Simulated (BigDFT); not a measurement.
# O2Ti in BigDFT: notebook, part 2 of 2

BigDFT 1.9.6.

**5. Single point, PBE**

The input, input.yaml:

```yaml
dft:
  hgrids: 0.31
  rmult: [6.0, 8.0]
  ixc: PBE
  gnrm_cv: 3.e-05
  ncong: 6
  idsx: 6
  itermax: 80
  nrepmax: 2
```

The input, posinp.yaml:

```yaml
units: angstroem
positions:
- {O: [6.50155, 6.23140001, 6.14440002]}
- {Ti: [5.71554995, 4.81059997, 6.03139999]}
- {O: [4.52445004, 4.86579995, 4.9236]}
```

Potentials or basis: UZH-GTH-PBE0 (O q6, Ti q12).

Started as:

```
$ OMP_NUM_THREADS=1 bigdft  # reads input.yaml, posinp.yaml, psppar.O, psppar.Ti
```

Log:

```text
Version Number                        : 1.9.5-dirty
[... echo of the input with its defaults ...]
  #--------------------------------------------------------------------------------------- |
  #------------------------------------------------------------ Input Atomic System (file: )
 Atomic System Properties:
   Number of atomic types              :  2
   Number of atoms                     :  3
   Types of atoms                      :  [ O, Ti ]
   Boundary Conditions                 : Free #Code: F
   Number of Symmetries                :  0
   Space group                         : disabled
  #-------------------------------------------------- Geometry optimization Input Parameters
 Geometry Optimization Parameters:
[... 7 lines left out ...]
 DFT parameters:
   eXchange Correlation:
     XC ID                             :  &ixc -101130
     Exchange-Correlation reference    : "XC= Perdew, Burke & Ernzerhof"
     XC functional implementation      : libXC
     Spin polarization                 :  No
 Basis set definition:
   Suggested Grid Spacings (a0)        :  [  0.31,  0.31,  0.31 ]
   Coarse and Fine Radii Multipliers   :  [  6.0,  8.0 ]
 Self-Consistent Cycle Parameters:
   Wavefunction:
     Gradient Norm Threshold           :  &gnrm_cv  3.0E-05
     CG Steps for Preconditioner       :  6
     DIIS History length               :  6
     Max. Wfn Iterations               :  &itermax  80
     Max. Subspace Diagonalizations    :  2
     Input wavefunction policy         : INPUT_PSI_LCAO # 0
     Output wavefunction policy        : NONE # 0
     Output grid policy                : NONE # 0
     Virtual orbitals                  :  0
     Number of plotted density orbitals:  0
   Density/Potential:
     Max. Iterations                   :  1
 Post Optimization Parameters:
   Finite-Size Effect estimation:
     Scheduled                         :  No
  #----------------------------------------------------------------------- System Properties
 Properties of atoms in the system:
 - Symbol                              : O #Type No.  01
   No. of Electrons                    :  6
   No. of Atoms                        :  2
   Radii of active regions (AU):
     Coarse                            :  1.21558
     Fine                              :  0.22100
     Coarse PSP                        :  0.41438
     Source                            : Hard-Coded
   Grid Spacing threshold (AU)         :  0.55
   Pseudopotential type                : HGH-K
   No. of projectors                   :  1
   PSP XC                              : "XC= Perdew, Burke & Ernzerhof"
 - Symbol                              : Ti #Type No.  02
   No. of Electrons                    :  12
   No. of Atoms                        :  1
   Radii of active regions (AU):
[... 104 lines left out ...]
 Total electronic charge:  23.999999854879,
 Energies: {Ekin:  4.81976019852E+01, Epot: -6.79960615917E+01, Enl: -4.88998694457E-01,
              EH:  1.27220606496E+02,  EXC: -1.41422755279E+01, EvXC: -1.83623562998E+01},
 iter:  4, EKS: -8.94016777753668634E+01, gnrm:  8.73E-02, D: -7.96E-02,
 DIIS weights: [ 8.21E-02,  1.15E-01, -8.17E-01,  1.62E+00, -1.40E-03],
     Orthogonalization Method:  0}
       -  { #---------------------------------------------------------------------- iter: 5
 Total electronic charge:  23.999999855358,
 Energies: {Ekin:  4.85137258779E+01, Epot: -6.78164370132E+01, Enl: -6.48206069050E-01,
              EH:  1.27613384699E+02,  EXC: -1.41790162909E+01, EvXC: -1.84107253327E+01},
 iter:  5, EKS: -8.94462866114079702E+01, gnrm:  6.66E-02, D: -4.46E-02,
 DIIS weights: [-6.36E-03, -6.61E-03,  7.28E-02, -1.15E+00,  2.09E+00, -7.41E-04],
     Orthogonalization Method:  0}
       -  { #---------------------------------------------------------------------- iter: 6
 Total electronic charge:  23.999999855478,
 Energies: {Ekin:  4.89620256501E+01, Epot: -6.75449117684E+01, Enl: -9.71031889243E-01,
              EH:  1.28059453894E+02,  EXC: -1.42106636568E+01, EvXC: -1.84525862679E+01},
 iter:  6, EKS: -8.94851430409380839E+01, gnrm:  3.88E-02, D: -3.89E-02,
 DIIS weights: [ 1.42E-02, -3.49E-02,  2.95E-01,  1.52E-01, -1.29E+00,  1.86E+00,
                -2.69E-04],           Orthogonalization Method:  0}
       -  { #---------------------------------------------------------------------- iter: 7
 Total electronic charge:  23.999999854356,
 Energies: {Ekin:  4.91941866885E+01, Epot: -6.74969268051E+01, Enl: -1.11253034661E+00,
              EH:  1.28215387234E+02,  EXC: -1.42298588798E+01, EvXC: -1.84776844739E+01},
 iter:  7, EKS: -8.94965258530961307E+01, gnrm:  2.45E-02, D: -1.14E-02,
 DIIS weights: [-3.35E-02, -1.45E-01,  3.72E-01, -2.72E-01, -1.03E+00,  2.11E+00,
                -1.18E-04],           Orthogonalization Method:  0}
       -  { #---------------------------------------------------------------------- iter: 8
 Total electronic charge:  23.999999854469,
 Energies: {Ekin:  4.95073895338E+01, Epot: -6.73292656143E+01, Enl: -1.32515705090E+00,
[... 136 lines left out ...]
                -5.66E-10],           Orthogonalization Method:  0}
       -  { #--------------------------------------------------------------------- iter: 28
 Total electronic charge:  23.999999855181,
 Energies: {Ekin:  4.95910035071E+01, Epot: -6.72641495230E+01, Enl: -1.38065686738E+00,
              EH:  1.28604764364E+02,  EXC: -1.42648110711E+01, EvXC: -1.85236042678E+01},
 iter:  28, EKS: -8.95134678008602549E+01, gnrm:  3.66E-05, D: -5.35E-08,
 DIIS weights: [ 1.42E-01, -4.38E-01,  4.60E-01,  3.44E-01, -1.80E+00,  2.29E+00,
                -2.77E-10],           Orthogonalization Method:  0}
       -  { #--------------------------------------------------------------------- iter: 29
 Total electronic charge:  23.999999855181,
 Energies: {Ekin:  4.95908158833E+01, Epot: -6.72642583249E+01, Enl: -1.38053354893E+00,
              EH:  1.28604585982E+02,  EXC: -1.42647939123E+01, EvXC: -1.85235818089E+01},
 iter:  29, EKS: -8.95134678260543097E+01, gnrm:  2.81E-05, D: -2.52E-08,
 DIIS weights: [ 6.77E-03,  1.65E-02, -1.07E-01,  4.45E-01, -1.21E+00,  1.85E+00,
                -1.46E-10],           Orthogonalization Method:  0}
       -  &FINAL001  { #---------------------------------------------------------- iter: 30
 Total electronic charge:  23.999999855181,
 iter:  30, EKS: -8.95134678361911682E+01, gnrm:  2.81E-05, D: -1.01E-08,  #FINAL
 Energies: {Ekin:  4.95907611117E+01, Epot: -6.72643203003E+01, Enl: -1.38048725720E+00,
              EH:  1.28604513872E+02,  EXC: -1.42647886242E+01, EvXC: -1.85235748562E+01,
            Eion:  5.38863062496E+01},
 }
       Non-Hermiticity of Hamiltonian in the Subspace:  3.92E-30
        #Eigenvalues and New Occupation Numbers
       Orbitals: [
 {e: -2.252577414303E+00, f:  2.0000},  # 00001
 {e: -1.396763056619E+00, f:  2.0000},  # 00002
 {e: -1.394155186969E+00, f:  2.0000},  # 00003
 {e: -1.386241656610E+00, f:  2.0000},  # 00004
 {e: -7.689492731316E-01, f:  2.0000},  # 00005
 {e: -7.522393161411E-01, f:  2.0000},  # 00006
 {e: -2.930114903404E-01, f:  2.0000},  # 00007
 {e: -2.824095603988E-01, f:  2.0000},  # 00008
 {e: -2.781924463975E-01, f:  2.0000},  # 00009
 {e: -2.623562093082E-01, f:  2.0000},  # 00010
 {e: -2.489194908337E-01, f:  2.0000},  # 00011
 {e: -2.112081218787E-01, f:  2.0000}] # 00012
 Last Iteration                        : *FINAL001
  #---------------------------------------------------------------------- Forces Calculation
 Total electronic charge               :  23.999999855181
 Poisson Solver:
   BC                                  : Free
   Box                                 :  [  163,  163,  163 ]
 Multipole analysis origin             :  [  1.003862E+01,  1.092731E+01,  9.760025E+00 ]
 Electric Dipole Moment (AU):
   P vector                            :  [  5.508156E-01, -2.009076E+00,  1.353462E+00 ]
   norm(P)                             :  2.48427912E+00
 Electric Dipole Moment (Debye):
   P vector                            :  [  1.400034E+00, -5.106561E+00,  3.440156E+00 ]
   norm(P)                             :  6.31440709E+00
 Quadrupole Moment (AU):
   Q matrix:
   -  [-6.3108E+00, -1.1346E+01, -1.0048E+01]
   -  [-1.1346E+01,  2.4289E+00, -7.1118E+00]
   -  [-1.0048E+01, -7.1118E+00,  3.8820E+00]
   trace                               :  1.42E-14
 Spreads of the electronic density (AU):  [  1.638884E+00,  1.447499E+00,  1.283106E+00 ]
 Calculate local forces                :  Yes
 Calculate Non Local forces            :  Yes
 BigDFT infocode                       :  0
 Average noise forces: {x:  2.07511641E-04, y: -2.78010876E-04, z: -1.52317567E-04,
                    total:  3.78882263E-04}
 Clean forces norm (Ha/Bohr): {maxval:  4.642625489788E-02, fnrm2:  4.499664717511E-03}
 Raw forces norm (Ha/Bohr): {maxval:  4.653451804412E-02, fnrm2:  4.500316118230E-03}
  #-------------------------------------------------------------------- Atomic Forces (Ha/Bohr)
 Atomic Forces (Ha/Bohr):
 -  {O: [ 1.327068596217E-02,  3.145089276613E-02, -1.257021426836E-03]} # 0001
 -  {Ti: [ 1.039857811174E-02, -3.747218030392E-02,  2.535946411829E-02]} # 0002
 -  {O: [-2.366926407391E-02,  6.021287537788E-03, -2.410244269145E-02]} # 0003
 Energy (Hartree)                      : -8.95134678361911682E+01
 Force Norm (Hartree/Bohr)             :  6.70795402303219490E-02
```

Wall time 2.2 min (1 thread of Intel Xeon Platinum 8488C (Sapphire Rapids), shared host); peak memory 0.87 GiB.

What came out:

* Free energy: -2435.7855 eV
* Largest force: 2.387 eV/Å
* Highest occupied level: -5.75 eV
* Dipole moment: 6.31 D

Forces in eV/Å, atoms in the order of the input:
```
O    0.682  1.617 -0.065
Ti   0.535 -1.927  1.304
O   -1.217  0.310 -1.239
```

Caveat: the potentials were made for another functional, which shifts forces and pressure; boundaries are free: the box only frames the coordinates.

**6. Single point, PBE**

input.yaml is that of step 5.

posinp.yaml is that of step 5.

Potentials or basis: UZH-GTH-SCAN (O q6, Ti q12).

Started as:

```
$ OMP_NUM_THREADS=1 bigdft  # reads input.yaml, posinp.yaml, psppar.O, psppar.Ti
```

Log:

```text
Version Number                        : 1.9.5-dirty
[... echo of the input with its defaults ...]
  #--------------------------------------------------------------------------------------- |
  #------------------------------------------------------------ Input Atomic System (file: )
 Atomic System Properties:
   Number of atomic types              :  2
   Number of atoms                     :  3
   Types of atoms                      :  [ O, Ti ]
   Boundary Conditions                 : Free #Code: F
   Number of Symmetries                :  0
   Space group                         : disabled
  #-------------------------------------------------- Geometry optimization Input Parameters
 Geometry Optimization Parameters:
[... 7 lines left out ...]
 DFT parameters:
   eXchange Correlation:
     XC ID                             :  &ixc -101130
     Exchange-Correlation reference    : "XC= Perdew, Burke & Ernzerhof"
     XC functional implementation      : libXC
     Spin polarization                 :  No
 Basis set definition:
   Suggested Grid Spacings (a0)        :  [  0.31,  0.31,  0.31 ]
   Coarse and Fine Radii Multipliers   :  [  6.0,  8.0 ]
 Self-Consistent Cycle Parameters:
   Wavefunction:
     Gradient Norm Threshold           :  &gnrm_cv  3.0E-05
     CG Steps for Preconditioner       :  6
     DIIS History length               :  6
     Max. Wfn Iterations               :  &itermax  80
     Max. Subspace Diagonalizations    :  2
     Input wavefunction policy         : INPUT_PSI_LCAO # 0
     Output wavefunction policy        : NONE # 0
     Output grid policy                : NONE # 0
     Virtual orbitals                  :  0
     Number of plotted density orbitals:  0
   Density/Potential:
     Max. Iterations                   :  1
 Post Optimization Parameters:
   Finite-Size Effect estimation:
[... 297 lines left out ...]
       -  { #--------------------------------------------------------------------- iter: 29
 Total electronic charge:  23.999999834191,
 Energies: {Ekin:  5.01977735025E+01, Epot: -6.79010920179E+01, Enl: -1.20947183659E+00,
              EH:  1.29215458244E+02,  EXC: -1.43301877357E+01, EvXC: -1.86104216799E+01},
 iter:  29, EKS: -8.99617084019426017E+01, gnrm:  3.20E-05, D: -3.10E-08,
 DIIS weights: [-1.22E-03,  3.98E-02, -1.42E-01,  5.05E-01, -1.31E+00,  1.91E+00,
                -1.64E-10],           Orthogonalization Method:  0}
       -  { #--------------------------------------------------------------------- iter: 30
 Total electronic charge:  23.999999834191,
 Energies: {Ekin:  5.01977283086E+01, Epot: -6.79011420353E+01, Enl: -1.20943164165E+00,
              EH:  1.29215401978E+02,  EXC: -1.43301837028E+01, EvXC: -1.86104163836E+01},
 iter:  30, EKS: -8.99617084162015459E+01, gnrm:  2.50E-05, D: -1.43E-08,
 DIIS weights: [ 5.19E-03, -1.67E-01,  4.26E-01, -2.35E-01, -9.57E-01,  1.93E+00,
                -1.03E-10],           Orthogonalization Method:  0}
       -  &FINAL001  { #---------------------------------------------------------- iter: 31
 Total electronic charge:  23.999999834189,
 iter:  31, EKS: -8.99617084252583936E+01, gnrm:  2.50E-05, D: -9.06E-09,  #FINAL
 Energies: {Ekin:  5.01977193628E+01, Epot: -6.79011600156E+01, Enl: -1.20942835009E+00,
              EH:  1.29215377778E+02,  EXC: -1.43301817912E+01, EvXC: -1.86104138967E+01,
            Eion:  5.38863062496E+01},
 }
       Non-Hermiticity of Hamiltonian in the Subspace:  1.77E-30
        #Eigenvalues and New Occupation Numbers
       Orbitals: [
 {e: -2.232368333770E+00, f:  2.0000},  # 00001
 {e: -1.380225341694E+00, f:  2.0000},  # 00002
 {e: -1.377952529064E+00, f:  2.0000},  # 00003
 {e: -1.369507216396E+00, f:  2.0000},  # 00004
 {e: -7.620254477033E-01, f:  2.0000},  # 00005
 {e: -7.460954491915E-01, f:  2.0000},  # 00006
 {e: -2.945633679802E-01, f:  2.0000},  # 00007
 {e: -2.846432547570E-01, f:  2.0000},  # 00008
 {e: -2.795774341012E-01, f:  2.0000},  # 00009
 {e: -2.642302895231E-01, f:  2.0000},  # 00010
 {e: -2.511429320724E-01, f:  2.0000},  # 00011
 {e: -2.141029052031E-01, f:  2.0000}] # 00012
 Last Iteration                        : *FINAL001
  #---------------------------------------------------------------------- Forces Calculation
 Total electronic charge               :  23.999999834189
 Poisson Solver:
   BC                                  : Free
   Box                                 :  [  163,  163,  163 ]
 Multipole analysis origin             :  [  1.003862E+01,  1.092731E+01,  9.760025E+00 ]
 Electric Dipole Moment (AU):
   P vector                            :  [  5.490307E-01, -2.002522E+00,  1.349058E+00 ]
   norm(P)                             :  2.47618330E+00
 Electric Dipole Moment (Debye):
   P vector                            :  [  1.395497E+00, -5.089902E+00,  3.428962E+00 ]
   norm(P)                             :  6.29382957E+00
 Quadrupole Moment (AU):
   Q matrix:
   -  [-6.3114E+00, -1.1263E+01, -9.9046E+00]
   -  [-1.1263E+01,  2.4821E+00, -7.1423E+00]
   -  [-9.9046E+00, -7.1423E+00,  3.8293E+00]
   trace                               :  4.26E-14
 Spreads of the electronic density (AU):  [  1.636345E+00,  1.444380E+00,  1.280151E+00 ]
 Calculate local forces                :  Yes
 Calculate Non Local forces            :  Yes
 BigDFT infocode                       :  0
 Average noise forces: {x:  2.03915680E-04, y: -3.20680293E-04, z: -7.89645253E-05,
                    total:  3.88140247E-04}
 Clean forces norm (Ha/Bohr): {maxval:  3.335367612488E-02, fnrm2:  2.274245687247E-03}
 Raw forces norm (Ha/Bohr): {maxval:  3.350455165133E-02, fnrm2:  2.274681828697E-03}
  #-------------------------------------------------------------------- Atomic Forces (Ha/Bohr)
 Atomic Forces (Ha/Bohr):
 -  {O: [ 9.037089774811E-03,  2.225309424642E-02, -1.210407854982E-03]} # 0001
 -  {Ti: [ 7.467767372087E-03, -2.692281457342E-02,  1.821708585271E-02]} # 0002
 -  {O: [-1.650485714690E-02,  4.669720327001E-03, -1.700667799772E-02]} # 0003
 Energy (Hartree)                      : -8.99617084252583936E+01
 Force Norm (Hartree/Bohr)             :  4.76890520690718897E-02
```

Wall time 2.5 min (1 thread of Intel Xeon Platinum 8488C (Sapphire Rapids), shared host); peak memory 0.87 GiB.

Results:

| Quantity | Value |
| --- | --- |
| Free energy | -2447.9828 eV |
| Largest force | 1.715 eV/Å |
| Highest occupied level | -5.83 eV |
| Dipole moment | 6.29 D |

Forces in eV/Å, atoms in the order of the input:
```
O    0.465  1.144 -0.062
Ti   0.384 -1.384  0.937
O   -0.849  0.240 -0.875
```

Caveat: the potentials were made for another functional, which shifts forces and pressure; boundaries are free: the box only frames the coordinates.

**7. Overview**

```tsv
potentials or basis	largest force (eV/Å)
GTH-PBE (O q6, Ti q12)	1.64
UZH-GTH-PBE (O q6, Ti q12)	1.72
GTH-PADE (O q6, Ti q12)	1.26
UZH-GTH-PBE0 (O q6, Ti q12)	2.39
UZH-GTH-SCAN (O q6, Ti q12)	1.72
```

Alike in all rows: task single point; level PBE; no spin polarisation; cell as given; smearing fixed; grid spacing 0.31 bohr.

Caveats: boundaries are free: the box only frames the coordinates; the potentials were made for another functional, which shifts forces and pressure (some runs).

Total energies depend on the potentials used, so only differences within one code and one set of settings carry meaning.
